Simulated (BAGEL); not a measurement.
# GaNH2ClF (SMILES [NH2][Ga]([F])[Cl]) at 4 levels

Wanted: a comparison of 4 runs (HF/STO-3G, B3LYP/6-31G*, PBE0/6-31G*, RI-MP2/6-31G*) of GaNH2ClF. 

Program for the calculation: BAGEL 1.2.2.

5 further runs of the same task are left out: 2 that didn't finish, 3 set aside as unsound or not needed. Runs told in other sessions of the task aren't counted.

## Step 1: Starting point

GaNH2ClF has 6 atoms, charge 0, and is taken as a singlet. As SMILES, `[NH2][Ga]([F])[Cl]`. Geometry: relaxed at PBE0-D4/def2-TZVP.

Bond lengths: N1–Ga2 1.791 Å, Ga2–F3 1.743 Å, Ga2–Cl4 2.117 Å, N1–H5 1.005 Å, N1–H6 1.005 Å. Angles: N1–Ga2–F3 119.0°, N1–Ga2–Cl4 124.0°, F3–Ga2–Cl4 116.9°, Ga2–N1–H5 121.8°, Ga2–N1–H6 122.2°, H5–N1–H6 113.3°.

## Step 2: The energy at HF/STO-3G (density fitting with qzvpp-jkfit) (run 1)

File hf.json:

```json
{ "bagel": [

{
  "title": "molecule",
  "basis": "sto-3g",
  "df_basis": "qzvpp-jkfit",
  "angstrom": true,
  "geometry": [
    { "atom": "N", "xyz": [   -0.193400,    1.027000,   -0.045900 ] },
    { "atom": "Ga", "xyz": [    0.233000,   -0.711000,    0.012900 ] },
    { "atom": "F", "xyz": [    1.569300,   -1.221300,    1.009300 ] },
    { "atom": "Cl", "xyz": [   -0.740100,   -2.208600,   -1.123700 ] },
    { "atom": "H", "xyz": [    0.201900,    1.691500,    0.596800 ] },
    { "atom": "H", "xyz": [   -1.028600,    1.358600,   -0.495600 ] }
  ]
},
{ "title": "hf" },
{ "title": "print", "file": "orbitals.molden", "orbitals": true }

]}
```

Started as:

```console
BAGEL_NUM_THREADS=1 BAGEL hf.json > hf.out
```

Output:

```text
* using 1 threads per process

  ===============================================================
  ===============================================================

  *** Geometry ***

  { "atom" : "N", "xyz" : [     -0.365473,      1.940749,     -0.086738 ] },
  { "atom" : "Ga", "xyz" : [      0.440306,     -1.343595,      0.024377 ] },
  { "atom" : "F", "xyz" : [      2.965547,     -2.307923,      1.907301 ] },
  { "atom" : "Cl", "xyz" : [     -1.398586,     -4.173649,     -2.123485 ] },
  { "atom" : "H", "xyz" : [      0.381536,      3.196472,      1.127789 ] },
  { "atom" : "H", "xyz" : [     -1.943772,      2.567382,     -0.936548 ] },

  Number of auxiliary basis functions:      584

  Since a DF basis is specified, we compute 2- and 3-index integrals:
    o Being stored without compression. Storage requirement is 0.007 GB

  Number of basis functions:       39
  Number of electrons      :       66

    * METHOD: MOLECULE                             0.30

  *** RHF ***

  === Nuclear Repulsion ===
   362.4606926516

      * DIIS with orbital gradients will be used.

  === RHF iteration (sto-3g) ===
      0      -2508.41532428          0.01185009           0.07
      1      -2508.50228702          0.00357461           0.06
      2      -2508.50993375          0.00081796           0.06
[... 12 lines of this table left out ...]
     15      -2508.51097238          0.00000001           0.06
    * SCF iteration converged.

    * Permanent dipole moment:
           (    0.022131,    -1.126377,    -0.444461) a.u.

    * METHOD: HF                                   1.18

    * METHOD: PRINT                                0.00

  ===============================================================
```

It took 1.6 s on 1 thread of Arm Neoverse V1, shared host; peak memory 0.086 GiB.

## Step 3: The energy at B3LYP/6-31G(d) (density fitting with qzvpp-jkfit, spherical functions) (run 2)

File dft.json:

```json
{ "bagel": [

{
  "title": "molecule",
  "basis": "6-31gs.json",
  "df_basis": "qzvpp-jkfit",
  "angstrom": true,
  "geometry": [
    { "atom": "N", "xyz": [      -0.193400,       1.027000,      -0.045900 ] },
    { "atom": "Ga", "xyz": [       0.233000,      -0.711000,       0.012900 ] },
    { "atom": "F", "xyz": [       1.569300,      -1.221300,       1.009300 ] },
    { "atom": "Cl", "xyz": [      -0.740100,      -2.208600,      -1.123700 ] },
    { "atom": "H", "xyz": [       0.201900,       1.691500,       0.596800 ] },
    { "atom": "H", "xyz": [      -1.028600,       1.358600,      -0.495600 ] }
  ]
},

{
  "title": "ks",
  "xc_func": "b3lyp"
},

{
  "title": "print",
  "file": "orbitals.molden",
  "orbitals": true
}

]}
```

The basis set 6-31G* is read from a file made from the Basis Set Exchange's data (not shown).

Started as:

```console
BAGEL_NUM_THREADS=1 BAGEL dft.json > dft.out
```

Output:

```text
* using 1 threads per process

  ===============================================================
  ===============================================================

  *** Geometry ***

[... 19 lines left out ...]
    * Removing 9798 points whose weight is below 1.00e-10
[... 2 lines left out ...]
  === Nuclear Repulsion ===
   362.4606926516

       - DIIS with orbital gradients will be used.

  === KS iteration (b3lyp / 6-31gs.json) ===
      0      -2455.28354320          0.12883615           0.46
      1      -2255.79723274          0.21838683           0.44
      2      -2329.07368762          0.16255160           0.44
[... 20 lines of this table left out ...]
     23      -2540.71934757          0.00000000           0.44
    * SCF iteration converged.

    * Permanent dipole moment:
           (    0.509308,    -1.108027,    -0.039350) a.u.

    * METHOD: KS                                  11.05

    * METHOD: PRINT                                0.01

  ===============================================================
```

Run time: 12 s. Hardware: 1 thread of Arm Neoverse V1, shared host; peak memory 0.37 GiB.

Run 3 isn't shown in full; the table further down has it.

## Step 4: A single-point energy at RI-MP2/6-31G(d) (density fitting with qzvpp-jkfit, spherical functions) (run 4)

File mp2.json:

```json
{ "bagel" : [

{
  "title" : "molecule",
  "basis" : "6-31gs.json",
  "df_basis" : "qzvpp-jkfit",
  "angstrom" : true,
  "geometry" : [
    { "atom" : "N", "xyz" : [      -0.193400,       1.027000,      -0.045900 ] },
    { "atom" : "Ga", "xyz" : [       0.233000,      -0.711000,       0.012900 ] },
    { "atom" : "F", "xyz" : [       1.569300,      -1.221300,       1.009300 ] },
    { "atom" : "Cl", "xyz" : [      -0.740100,      -2.208600,      -1.123700 ] },
    { "atom" : "H", "xyz" : [       0.201900,       1.691500,       0.596800 ] },
    { "atom" : "H", "xyz" : [      -1.028600,       1.358600,      -0.495600 ] }
  ]
},

{ "title" : "hf" },

{ "title" : "mp2", "ncore" : 16 }

]}
```

The basis set 6-31G* is read from a file made from the Basis Set Exchange's data (not shown).

Started as:

```console
BAGEL_NUM_THREADS=1 BAGEL mp2.json > mp2.out
```

Output:

```text
* using 1 threads per process

  ===============================================================
  ===============================================================

  *** Geometry ***

[... 30 lines left out ...]
    * SCF iteration converged.
[... 1 line left out ...]
    * Permanent dipole moment:
[... 2 lines left out ...]
    * METHOD: HF                                   2.38

  *** RHF ***

  === Nuclear Repulsion ===
   362.4606926516

      * DIIS with orbital gradients will be used.

  === RHF iteration (6-31gs.json) ===
      0      -2537.61558865          0.00000000           0.14
    * SCF iteration converged.

    * Permanent dipole moment:
           (    0.556381,    -1.093159,    -0.038023) a.u.

  === DF-MP2 calculation ===

    * freezing 16 orbitals
    * 3-index integral transformation done
    * assembly done

      MP2 correlation energy:   -0.7025219190      0.07

      MP2 total energy:       -2538.3181105680

    * METHOD: MP2                                  0.37

  ===============================================================
```

It took 3.6 s on 1 thread of Arm Neoverse V1, shared host; peak memory 0.15 GiB.

## Step 5: Overview of the runs

```tsv
run	level	frozen core orbitals	energy (Eh)	dipole moment (D)	HOMO energy (eV)	LUMO energy (eV)	wall time
1	HF/STO-3G (density fitting with qzvpp-jkfit)	–	-2508.510972	3.08	-8.61	5.81	1.6 s
2	B3LYP/6-31G* (density fitting with qzvpp-jkfit, spherical functions)	–	-2540.719348	3.10	-7.68	-1.39	12 s
3	PBE0/6-31G* (density fitting with qzvpp-jkfit, spherical functions)	–	-2540.098346	3.11	-7.98	-1.08	11 s
4	RI-MP2/6-31G* (density fitting with qzvpp-jkfit, spherical functions)	16	-2538.318111	–	–	–	3.6 s
```

## Step 6: Results

| quantity | value |
| --- | --- |
| run 4: total energy | -2538.31811 Eh |
| run 4: correlation energy (16 core orbitals frozen) | -702.5 mEh |

In words: Over runs 1, 2, 3 the dipole moment (its size) runs from 3.08 D (HF/STO-3G) to 3.11 D (PBE0/6-31G*). The two ends differ in method and basis. Over runs 1, 2, 3 the HOMO–LUMO gap runs from 6.29 eV (B3LYP/6-31G*) to 14.42 eV (HF/STO-3G). Totals of different functionals can't be ranked against each other. In run 1 the basis is minimal, so the values are rough. All runs together took 28 s, the longest 12 s.
